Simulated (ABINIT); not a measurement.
Input of an ABINIT 10.8.3 (patched build) run:

run.abi

```
pp_dirpath "./"
pseudos "Nb.hgh, Te.hgh"

acell 6.4736347851 6.4736347851 6.4736347851
rprim
     1.0000000000     0.0000000000     0.0000000000
     0.0000000000     1.0000000000     0.0000000000
     0.0000000000     0.0000000000     1.0000000000
ntypat 2
znucl 41 52
natom 2
typat 1 2
xcart
     3.2368173926     3.2368173926     3.2368173926
     0.0000000000     0.0000000000     0.0000000000

ecut 14.0

kptopt 1
ngkpt 6 6 6
nshiftk 1
shiftk 0.0 0.0 0.0

ixc 7

nband 20
occopt 3
tsmear 0.00183747

nspinor 2
nspden 1
so_psp 2*1

nstep 100
tolvrs 1.0e-10

iomode 3
prtwf 0
prteig 0
prtebands 0
enunit 1
prtden 1
prtvha 1
prtvclmb 1
prtpot 1
```

Potentials or basis: HGH LDA.

The run is started by

```sh
$ abinit run.abi > log 2>&1
```

**Question.** Estimate the band gap on the k mesh.

**Answer.** None (metal or under the smearing width).

Caveat: HGH potentials are hard and often keep d shells in the core, so these values are rough.
